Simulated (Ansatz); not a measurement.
# C₄H₆Se: up Jacob's ladder to CCSD(T)

How much do the methods differ for C₄H₆Se? The plan is to run it at one geometry with functionals of several rungs and with coupled cluster, and see how far each lands from CCSD(T) at the basis-set limit for the atomisation energy.

Program: Ansatz 0.2.0, Gaussian basis. Level of theory: functionals in def2-TZVPP, the program's frozen cores in correlated methods. These are calculated values, not measurements.

Plan: LDA (SPW92), PBE-D4, revPBE-D4, BLYP-D4, r2SCAN-D4, B97M-V, PBE0-D4, B3LYP-D4, r2SCANh-D4, r2SCAN0-D4, HSE06-D4, BHLYP-D4, CAM-B3LYP-D4, LC-ωPBE, ωB97X-V, ωB97M-V, B2PLYP, PBE-QIDH; CCSD(T)/def2-SVP; CCSD(T)/def2-TZVPP; MP2/def2-QZVPP; extrapolation to the limit; RPA on PBE.

### Step 1. The geometry

An earlier PBE0-D4 in a triple-zeta def2 set relaxation fixed the geometry.

SMILES `C=CC(C)=[Se]`, 11 atoms, charge 0, spin multiplicity 1.

Atoms are counted from 1 here; the program's logs count them from 0.

Bond lengths: C1–C2 1.337 Å, C1–H6 1.084 Å, C1–H7 1.083 Å, C2–C3 1.449 Å, C2–H8 1.085 Å, C3–C4 1.492 Å, C3–Se5 1.776 Å, C4–H9 1.095 Å, C4–H10 1.087 Å, C4–H11 1.095 Å. Angles: C2–C1–H6 122.3°, C2–C1–H7 120.9°, H6–C1–H7 116.8°, C1–C2–C3 124.5°, C1–C2–H8 120.0°, C3–C2–H8 115.6°, C2–C3–C4 119.0°, C2–C3–Se5 119.4°, C4–C3–Se5 121.6°, C3–C4–H9 110.4°, C3–C4–H10 111.0°, C3–C4–H11 110.4°, H9–C4–H10 109.0°, H9–C4–H11 106.9°, H10–C4–H11 109.0°.

As a file:

```xyz
11

C    -1.5542   -0.5895    0.1783
C    -0.5898   -0.0974    0.9622
C     0.7051    0.3476    0.4883
C     1.0098    0.2627   -0.9696
Se    1.8902    0.9796    1.6502
H    -1.4326   -0.6932   -0.8937
H    -2.5027   -0.9055    0.5959
H    -0.7522   -0.0104    2.0314
H     0.2875    0.8505   -1.5458
H     2.0117    0.6281   -1.1800
H     0.9272   -0.7725   -1.3172
```

### Step 2. LDA

This LDA is Slater exchange with PW92 correlation.

in.yaml

```yaml
crystal:
  periodic: [false, false, false]
  atoms:
    - {symbol: C, position_ang: [-1.554234, -0.589549, 0.178340]}
    - {symbol: C, position_ang: [-0.589798, -0.097390, 0.962189]}
    - {symbol: C, position_ang: [0.705116, 0.347627, 0.488267]}
    - {symbol: C, position_ang: [1.009785, 0.262675, -0.969589]}
    - {symbol: Se, position_ang: [1.890184, 0.979627, 1.650192]}
    - {symbol: H, position_ang: [-1.432574, -0.693171, -0.893661]}
    - {symbol: H, position_ang: [-2.502687, -0.905499, 0.595881]}
    - {symbol: H, position_ang: [-0.752161, -0.010449, 2.031356]}
    - {symbol: H, position_ang: [0.287498, 0.850549, -1.545766]}
    - {symbol: H, position_ang: [2.011666, 0.628087, -1.180014]}
    - {symbol: H, position_ang: [0.927206, -0.772517, -1.317185]}
basis:
  gaussian: {orbitals: def2-TZVPP}
hamiltonian: {xc: lda}
output: {orbitals: {seedname: orbitals}}
```

On the command line:

```bash
$ ansatz run in.yaml --threads 4 --pin off --events-out ev --progress --plain --max-ram 10444MiB
```

The runs that follow: PBE-D4 (GGA); revPBE-D4 (GGA); BLYP-D4 (GGA); r2SCAN-D4 (meta-GGA); B97M-V (meta-GGA); B3LYP-D4 (hybrid); r2SCANh-D4 (hybrid); r2SCAN0-D4 (hybrid); HSE06-D4 (hybrid); BHLYP-D4 (hybrid); CAM-B3LYP-D4 (range-separated); LC-ωPBE (range-separated); ωB97X-V (range-separated); ωB97M-V (range-separated); B2PLYP (double hybrid); PBE-QIDH (double hybrid); CCSD(T) in def2-SVP; CCSD(T) in def2-TZVPP; MP2 in def2-QZVPP; RPA on PBE orbitals.

Q: Predict the results of all the runs planned. Wanted: atomisation energy, CCSD(T)/CBS; farthest beyond LDA; mean size of error, GGA; mean size of error, meta-GGA; mean size of error, hybrid; mean size of error, range-separated; mean size of error, double hybrid; gap, smallest and largest; T1 diagnostic.

The runs gave:

| quantity | value |
| --- | --- |
| atomisation energy, CCSD(T)/CBS | 4427.0 kJ/mol |
| functionals within 44.3 kJ/mol (1.0 %) | revPBE-D4, BLYP-D4, r2SCAN-D4, B97M-V, PBE0-D4, B3LYP-D4, r2SCANh-D4, CAM-B3LYP-D4, LC-ωPBE, ωB97X-V, ωB97M-V, B2PLYP, PBE-QIDH |
| farthest beyond LDA | PBE-D4 (+135.2 kJ/mol) |
| mean size of error, GGA | 58.6 kJ/mol |
| mean size of error, meta-GGA | 17.6 kJ/mol |
| mean size of error, hybrid | 47.9 kJ/mol |
| mean size of error, range-separated | 17.3 kJ/mol |
| mean size of error, double hybrid | 22.6 kJ/mol |
| gap, smallest and largest | 1.36 eV (LDA (SPW92)), 8.01 eV (LC-ωPBE) |
| T1 diagnostic | 0.0160 |
| triples share of the correlation energy | 4.6 % |

In words: The LDA atomisation energy is off by 670.1 kJ/mol (15 %): it overbinds. PBE-D4 misses by +135.2 kJ/mol. Double hybrids carry the basis error of their MP2 part in triple zeta, and no dispersion term here, so their miss is partly the set-up's. The rungs range-separated, meta-GGA, double hybrid miss on average by less than the doubt on the reference (44.3 kJ/mol), so they tie. The reference freezes the cores and leaves out relativity and excitations past (T), and its outer-core shells are covered unevenly, so misses under about 44.3 kJ/mol can't be ranked. All levels share the lack of spin-orbit coupling, which lowers the free heavy atoms and so the true binding. Hartree-Fock recovers 73 % of the binding; the rest is correlation. CCSD(T) in def2-SVP is off by -190.1 kJ/mol, which most functionals beat. The gap grows from 1.4 to 8.0 eV across the functionals, mostly with the share of exact exchange. The restricted reference is unstable towards a spin-broken one. Correlated methods include outer-core shells of Se, which these sets cover unevenly.
